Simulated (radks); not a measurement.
# The Coulomb parameter U of the 4d shell of Pd⁺

Aim: U as the second difference [E(n + 0.25) + E(n − 0.25) − 2E(n)]/0.25², with all orbitals relaxed. Bare: the atom's charge changes with n. Screened: the 5s shell takes up the change. The start is a model configuration, not necessarily the ground state.

The numbers are computed with radks (a radial shooting solver on a logarithmic mesh, Libxc functionals) version 1 (scalar-relativistic Kohn-Sham, PBE, spin-unpolarised, spherical densities, finite nucleus), except any that are marked as measured or tabulated.

## Step 1: What is computed

- element: palladium (Z = 46)
- charge: +1
- electrons: 45
- configuration: [Kr] 4d7.5 5s1.5
- nuclear rms radius: 4.5318 fm

## Step 2: Start: [Kr] 4d7.5 5s1.5

Settings of this run:

```text
Z 46
configuration [Kr] 4d7.5 5s1.5
relativity scalar-relativistic
functional pbe,pbe
spin unpolarised
nucleus finite rms 4.5318 fm
c 137.035999084
```

## Step 3: Bare +0.25: [Kr] 4d7.75 5s1.5

Input: that of step 2 with these lines changed.

```diff
@@ -1,3 +1,3 @@
 Z 46
-configuration [Kr] 4d7.5 5s1.5
+configuration [Kr] 4d7.75 5s1.5
 relativity scalar-relativistic
```

## Step 4: Bare -0.25: [Kr] 4d7.25 5s1.5

Settings of this run:

```text
Z 46
configuration [Kr] 4d7.25 5s1.5
relativity scalar-relativistic
functional pbe,pbe
spin unpolarised
nucleus finite rms 4.5318 fm
c 137.035999084
```

## Step 5: Screened +0.25: [Kr] 4d7.75 5s1.25

Settings of this run:

```text
Z 46
configuration [Kr] 4d7.75 5s1.25
relativity scalar-relativistic
functional pbe,pbe
spin unpolarised
nucleus finite rms 4.5318 fm
c 137.035999084
```

## Step 6: Screened -0.25: [Kr] 4d7.25 5s1.75

Settings of this run:

```text
Z 46
configuration [Kr] 4d7.25 5s1.75
relativity scalar-relativistic
functional pbe,pbe
spin unpolarised
nucleus finite rms 4.5318 fm
c 137.035999084
```

Q: Predict the outcome of this session.

As calculated:

| quantity | value (eV) |
| --- | --- |
| U, bare | 12.602 |
| U, screened by 5s | 2.167 |
| F0(4d,4d), frozen orbitals | 18.016 |

In words: Relaxing the orbitals brings U down to 70 % of the Slater integral F0. Letting 5s compensate leaves 17 % of the bare value; this second difference measures U(4d,4d) + U(5s,5s) − 2U(4d,5s). A solid screens further than the bare atom, so the bare value is an upper guide for the U of a crystal.
